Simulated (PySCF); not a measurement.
# C4H4N2O: the cost of one run

Programs: PySCF 2.14.0, with density-fitted response routines of our own. Each step states its level of theory. These are calculated values for one molecule in the gas phase, unless marked as measured. Atoms are numbered from 0 throughout.

### 1 Starting geometry

11 atoms, charge 0, multiplicity 1; geometry from: GFN2-xTB.

Bonds of the start (Å): O0–N1 1.24, N1–C2 1.36, C2–C3 1.38, C3–N4 1.32, N4–C5 1.33, C5–C6 1.38, C6–N1 1.36, C2–H7 1.08, C3–H8 1.08, C5–H9 1.08, C6–H10 1.08.

### 2 Relaxing the molecule at PBE0-D3(BJ)/def2-SVP

The job: settings as JSON, then the geometry in Å.

```
{"job": {"xc": "PBE0", "basis": "def2-SVP", "d3": "d3bj", "grid": 1, "kind": "geom"}, "charge": 0, "multiplicity": 1}
O     -0.940100     1.989500     0.059140
N     -0.408640     0.865440     0.026680
C     -1.151390    -0.271530     0.000130
C     -0.533710    -1.500420    -0.039970
N      0.782060    -1.655700    -0.051280
C      1.498190    -0.540970    -0.022000
C      0.941070     0.716680     0.013380
H     -2.221550    -0.138360     0.012660
H     -1.123100    -2.405770    -0.064810
H      2.572060    -0.661040    -0.028290
H      1.517850     1.627770     0.032550
```

**Question.** How long does this first job take on 4 threads of Intel Xeon at 2.50GHz (Skylake/Cascade Lake), shared host?

About 81 s.
